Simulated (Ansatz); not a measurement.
# GaH₅O (built from SMILES O.[GaH3]): search for a transition state

Aim: find the saddle point of a four-centre ligand exchange that is to form Ga1–O6, H2–H5 and break Ga1–H2, H5–O6, prove it by its vibrations, and relax downhill on both sides to see what it joins.

Method: PBE0-D4, def2-SVP first, then def2-TZVP; program: Ansatz 0.2.0, Gaussian basis.

153 further runs of the same task are left out: 1 that didn't finish, 152 set aside as unsound or not needed.

## Step 1: The starting structure

The guess: 7 atoms, charge 0, spin multiplicity 1.

Atoms are counted from 1 here; the program's logs count them from 0.

Bond lengths: Ga1–H2 1.819 Å, Ga1–H3 1.550 Å, Ga1–H4 1.550 Å, Ga1–H5 1.849 Å, Ga1–O6 1.865 Å, O6–H7 0.959 Å. Angles: H2–Ga1–H3 111.0°, H2–Ga1–H4 111.0°, H2–Ga1–H5 36.5°, H2–Ga1–O6 76.9°, H3–Ga1–H4 121.3°, H3–Ga1–H5 119.1°, H3–Ga1–O6 114.0°, H4–Ga1–H5 119.1°, H4–Ga1–O6 114.0°, H5–Ga1–O6 40.4°, Ga1–O6–H7 161.0°.

As a file:

```
Ga   -0.4923    0.3260   -0.5189
H     0.5378   -1.1160   -0.9277
H    -0.0187    1.5834   -1.2918
H    -1.9914   -0.0630   -0.4549
H     0.7701   -0.8401    0.1627
O     0.4423    0.0106    1.0636
H     0.7522    0.0989    1.9670
```

Distances that are to change: Ga1–O6 1.86 Å, H2–H5 1.15 Å, Ga1–H2 1.82 Å, H5–O6 1.28 Å.

## Step 2: Relaxing the guess with the reacting distances held

File hold/in.yaml:

```yaml
crystal:
  periodic: [false, false, false]
  atoms:
    - {symbol: Ga, position_ang: [-0.492300, 0.326000, -0.518900]}
    - {symbol: H, position_ang: [0.537800, -1.116000, -0.927700]}
    - {symbol: H, position_ang: [-0.018700, 1.583400, -1.291800]}
    - {symbol: H, position_ang: [-1.991400, -0.063000, -0.454900]}
    - {symbol: H, position_ang: [0.770100, -0.840100, 0.162700]}
    - {symbol: O, position_ang: [0.442300, 0.010600, 1.063600]}
    - {symbol: H, position_ang: [0.752200, 0.098900, 1.967000]}
basis:
  gaussian: {orbitals: def2-SVP}
hamiltonian: {xc: pbe0, dispersion: d4}
relax: {f_tol: 0.04, max_steps: 150, escape_saddle: false, constraints: [{distance: [0, 5]}, {distance: [1, 4]}, {distance: [0, 1]}, {distance: [4, 5]}]}
```

Launch:

```bash
ansatz run in.yaml --threads 2 --pin off --events-out ev --progress --plain --max-ram 4352MiB
```

The program printed, cut to the lines that bear on the results:

```text
Functional definition: PBE0
  name "PBE0"
  cite "Adamo & Barone, J. Chem. Phys. 110, 6158 (1999) doi:10.1063/1.478522"
  cite "Perdew, Burke & Ernzerhof, Phys. Rev. Lett. 77, 3865 (1996) doi:10.1103/PhysRevLett.77.3865"
  parent pbe
[...]
759 factors; integrals over basis functions are off by at most 2.8e-4 eV
[...]
mean field -54487.25227029 eV, -2002.3695881472 hartree, gradient 5.9e-5 eV, S^2 0.000000; 0 other end points of the search recorded, 0 dependent functions left out
[...]
reference -54487.25229811 eV, -2002.3695891695 hartree; 22, 22 occupied and 49, 49 virtual orbitals, 759 factors
relax step   1: F+E_penalty+E_count = -54487.32538181 eV  Δ(F+E_penalty+E_count) = +0.000e0 eV  max|allowed force component| = 3.293e-1 eV/Å  Δτ_max = 0.0000 Å  (21 SCF iters, accepted)
[...]
relax step   5: F+E_penalty+E_count = -54487.37873008 eV  Δ(F+E_penalty+E_count) = -2.543e-3 eV  max|allowed force component| = 1.166e-1 eV/Å  Δτ_max = 0.0209 Å  (24 SCF iters, accepted)
[...]
relax step   6: F+E_penalty+E_count = -54487.37909908 eV  Δ(F+E_penalty+E_count) = -3.690e-4 eV  max|allowed force component| = 2.847e-2 eV/Å  Δτ_max = 0.0054 Å  (21 SCF iters, accepted)
  distance Ga 0 - O 5 held at 1.864741 Å   reaction = -1.2525e0 eV/Å
  distance H 1 - H 4 held at 1.148502 Å   reaction = +9.3242e-1 eV/Å
  distance Ga 0 - H 1 held at 1.818677 Å   reaction = +1.2054e-2 eV/Å
  distance H 4 - O 5 held at 1.281704 Å   reaction = +1.1828e0 eV/Å
759 factors; integrals over basis functions are off by at most 2.9e-4 eV
mean field -54487.30583610 eV, -2002.3715566544 hartree, gradient 1.2e-5 eV, S^2 0.000000; 1 other end points of the search recorded, 0 dependent functions left out
[...]
reference -54487.30586388 eV, -2002.3715576753 hartree; 22, 22 occupied and 49, 49 virtual orbitals, 759 factors
Total energy: -54487.37912686 eV, -2002.3742500399 hartree
Atom 0 at    -0.508484     0.351077    -0.507963 Å, force    -0.644957     0.247663    -1.028448 eV/Å
Atom 1 at     0.510890    -1.091761    -0.940031 Å, force     0.241913     0.172890     0.890092 eV/Å
Atom 2 at     0.040936     1.601614    -1.275547 Å, force     0.000788    -0.002323     0.000582 eV/Å
Atom 3 at    -2.003982    -0.105546    -0.409260 Å, force     0.000970     0.000522    -0.001156 eV/Å
Atom 4 at     0.811618    -0.894329     0.150675 Å, force    -0.570265     0.638015    -0.064740 eV/Å
Atom 5 at     0.464936    -0.034010     1.035223 Å, force     0.974528    -1.053191     0.232140 eV/Å
Atom 6 at     0.684086     0.172754     1.946904 Å, force    -0.002976    -0.003576    -0.028470 eV/Å
Dipole moment:     0.179452     0.003509     0.422647 e Å
```

Wall time 8.5 s (2 threads of Arm Neoverse V1, shared host).

The steps of the relaxation:

```tsv
step	energy from step 1 (eV)	largest force component (eV/Å)
1	0.0000	0.3293
2	-0.0382	0.1483
3	-0.0424	0.1273
4	-0.0508	0.1441
5	-0.0533	0.1166
6	-0.0537	0.0285
```

Distances of close pairs at the start and the end, largest changes first:

```tsv
bond	before (Å)	after (Å)	change (Å)
Ga1–H5	1.849	1.931	+0.082
Ga1–H3	1.550	1.567	+0.017
Ga1–H4	1.550	1.567	+0.017
O6–H7	0.959	0.960	+0.001
Ga1–H2	1.819	1.819	+0.000
Ga1–O6	1.865	1.865	+0.000
```

## Step 3: A starting Hessian

File hessian/in.yaml:

```yaml
crystal:
  periodic: [false, false, false]
  atoms:
    - {symbol: Ga, position_ang: [-0.508484, 0.351077, -0.507963]}
    - {symbol: H, position_ang: [0.510890, -1.091761, -0.940031]}
    - {symbol: H, position_ang: [0.040936, 1.601614, -1.275547]}
    - {symbol: H, position_ang: [-2.003982, -0.105546, -0.409260]}
    - {symbol: H, position_ang: [0.811618, -0.894329, 0.150675]}
    - {symbol: O, position_ang: [0.464936, -0.034010, 1.035223]}
    - {symbol: H, position_ang: [0.684086, 0.172754, 1.946904]}
basis:
  gaussian: {orbitals: def2-SVP}
hamiltonian: {xc: pbe0, dispersion: d4}
phonons: {}
scf: {lower_state_search: off}
```

Launch:

```bash
ansatz run in.yaml --threads 2 --pin off --events-out ev --progress --plain --max-ram 4352MiB
```

The program printed, cut to the lines that bear on the results:

```text
[... 5 set-up lines as earlier in the session ...]
[...]
759 factors; integrals over basis functions are off by at most 2.7e-4 eV
[...]
mean field -54487.30585296 eV, -2002.3715572739 hartree, gradient 1.9e-6 eV, S^2 0.000000; 0 other end points of the search recorded, 0 dependent functions left out
[...]
reference -54487.30588074 eV, -2002.3715582947 hartree; 22, 22 occupied and 49, 49 virtual orbitals, 759 factors
[... from here to the last solve, the lines of the solves are left out (41 solves) ...]
759 factors; integrals over basis functions are off by at most 2.7e-4 eV
mean field -54487.30576741 eV, -2002.3715541301 hartree, gradient 2.1e-6 eV, S^2 0.000000; 0 other end points of the search recorded, 0 dependent functions left out
[...]
WARN: phonons: modes at or below zero, which the zero-point energy, F, S and C_V leave out: 2, the lowest at -1615.33 cm⁻¹. A minimum has none, and a first-order saddle one
[...]
Total energy: -54487.37914371 eV, -2002.3742506591 hartree
Atom 0 at    -0.508484     0.351077    -0.507963 Å, force    -0.644952     0.247669    -1.028457 eV/Å
Atom 1 at     0.510890    -1.091761    -0.940031 Å, force     0.241908     0.172916     0.890122 eV/Å
Atom 2 at     0.040936     1.601614    -1.275547 Å, force     0.000787    -0.002324     0.000584 eV/Å
Atom 3 at    -2.003982    -0.105546    -0.409260 Å, force     0.000957     0.000521    -0.001155 eV/Å
Atom 4 at     0.811618    -0.894329     0.150675 Å, force    -0.570251     0.638007    -0.064716 eV/Å
Atom 5 at     0.464936    -0.034010     1.035223 Å, force     0.974527    -1.053209     0.232097 eV/Å
Atom 6 at     0.684086     0.172754     1.946904 Å, force    -0.002975    -0.003580    -0.028475 eV/Å
Dipole moment:     0.179451     0.003508     0.422647 e Å
Vibrations: -1615.33 -461.61 508.10 582.17 608.58 660.40 712.01 757.64 1028.55 1258.47 1478.71 1844.51 1988.50 1990.57 3940.21 cm⁻¹, zero-point energy 1.076086 eV
Checks for a lower state left out: stability, starts, cluster_reference, orbital_swaps, neighbouring_geometries, increment
```

Wall time 35 s (2 threads of Arm Neoverse V1, shared host).

The structure is not stationary yet, so these wavenumbers are no spectrum; the search needs only the force constants.

## Step 4: Saddle search in the small basis

The search itself is an outer loop (partitioned rational-function steps, Bofill update of the Hessian). Each step is one single-point run with forces. It stops when the largest force is under 0.04 eV/Å and the followed curvature is negative. The first step's input:

File presaddle/in.yaml:

```yaml
crystal:
  periodic: [false, false, false]
  atoms:
    - {symbol: Ga, position_ang: [-0.508484, 0.351077, -0.507963]}
    - {symbol: H, position_ang: [0.510890, -1.091761, -0.940031]}
    - {symbol: H, position_ang: [0.040936, 1.601614, -1.275547]}
    - {symbol: H, position_ang: [-2.003982, -0.105546, -0.409260]}
    - {symbol: H, position_ang: [0.811618, -0.894329, 0.150675]}
    - {symbol: O, position_ang: [0.464936, -0.034010, 1.035223]}
    - {symbol: H, position_ang: [0.684086, 0.172754, 1.946904]}
basis:
  gaussian: {orbitals: def2-SVP}
hamiltonian: {xc: pbe0, dispersion: d4}
output: {forces: true}
scf: {lower_state_search: off}
```

Launch:

```bash
ansatz run in.yaml --threads 2 --pin off --events-out ev --progress --plain --max-ram 4352MiB
```

The driver's record:

```tsv
step	energy (eV)	largest force (eV/Å)	followed curvature (eV/Å²)
1	-54487.37912	1.0532	-13.32
2	-54487.50649	0.3682	-12.88
3	-54487.51175	0.0760	-12.49
4	-54487.51249	0.0637	-12.46
5	-54487.51443	0.0539	-12.47
6	-54487.52169	0.2117	-12.47
7	-54487.54474	0.7563	-12.47
8	-54486.85680	4.0824	-12.48
9	-54487.51281	1.8849	-12.58
10	-54487.61435	0.2343	-12.58
11	-54487.62135	0.3989	-12.60
14	-54487.63891	0.3161	-12.58
17	-54487.62247	0.8838	-12.58
20	-54487.64775	0.4286	-12.59
23	-54487.65802	0.1724	-12.57
26	-54487.66235	0.1263	-12.53
27	-54487.66291	0.1170	-12.55
28	-54487.66345	0.1239	-12.54
29	-54487.66401	0.1078	-12.57
30	-54487.66433	0.0901	-12.53
31	-54487.66458	0.0656	-12.50
32	-54487.66470	0.0481	-12.53
33	-54487.66479	0.0352	-12.57
```

The 33 steps took 32 s in all (2 threads of Arm Neoverse V1, shared host).

## Step 5: Saddle search in triple zeta

The search itself is an outer loop (partitioned rational-function steps, Bofill update of the Hessian). Each step is one single-point run with forces. It stops when the largest force is under 0.01 eV/Å and the followed curvature is negative. The first step's input:

File saddle/in.yaml:

```yaml
crystal:
  periodic: [false, false, false]
  atoms:
    - {symbol: Ga, position_ang: [-0.557622, 0.351658, -0.464033]}
    - {symbol: H, position_ang: [0.573873, -1.067023, -0.822993]}
    - {symbol: H, position_ang: [0.110789, 1.640824, -1.039220]}
    - {symbol: H, position_ang: [-2.011784, -0.186023, -0.590544]}
    - {symbol: H, position_ang: [0.660882, -0.887754, 0.141404]}
    - {symbol: O, position_ang: [0.263116, -0.214888, 1.220357]}
    - {symbol: H, position_ang: [0.960745, 0.363007, 1.555028]}
basis:
  gaussian: {orbitals: def2-TZVP}
hamiltonian: {xc: pbe0, dispersion: d4}
output: {forces: true}
scf: {lower_state_search: off}
```

Launch:

```bash
ansatz run in.yaml --threads 2 --pin off --events-out ev --progress --plain --max-ram 4352MiB
```

The driver's record:

```tsv
step	energy (eV)	largest force (eV/Å)	followed curvature (eV/Å²)
1	-54497.01029	0.2367	-12.57
2	-54497.00852	0.0724	-10.35
3	-54497.00910	0.0379	-11.30
4	-54497.00931	0.0356	-11.30
5	-54497.00936	0.0251	-11.32
6	-54497.00937	0.0143	-11.25
7	-54497.00939	0.0101	-11.29
8	-54497.00940	0.0103	-11.24
9	-54497.00942	0.0115	-11.23
10	-54497.00943	0.0109	-11.22
11	-54497.00943	0.0100	-11.20
```

The 11 steps took 14 s in all (2 threads of Arm Neoverse V1, shared host).

The point found:

```xyz
7

Ga   -0.55645    0.33879   -0.47466
H     0.57358   -1.06029   -0.82298
H     0.11271    1.63128   -1.03465
H    -2.01862   -0.17376   -0.58571
H     0.66691   -0.87457    0.14971
O     0.27168   -0.22845    1.21814
H     0.95019    0.36680    1.55015
```

Followed mode, largest move set to 1: H5 (0.05, -0.35, -0.93); Ga1 (-0.06, 0.17, 0.50); O6 (-0.22, 0.30, 0.18); H2 (0.23, -0.15, 0.22).

[end of part 1 of 2]
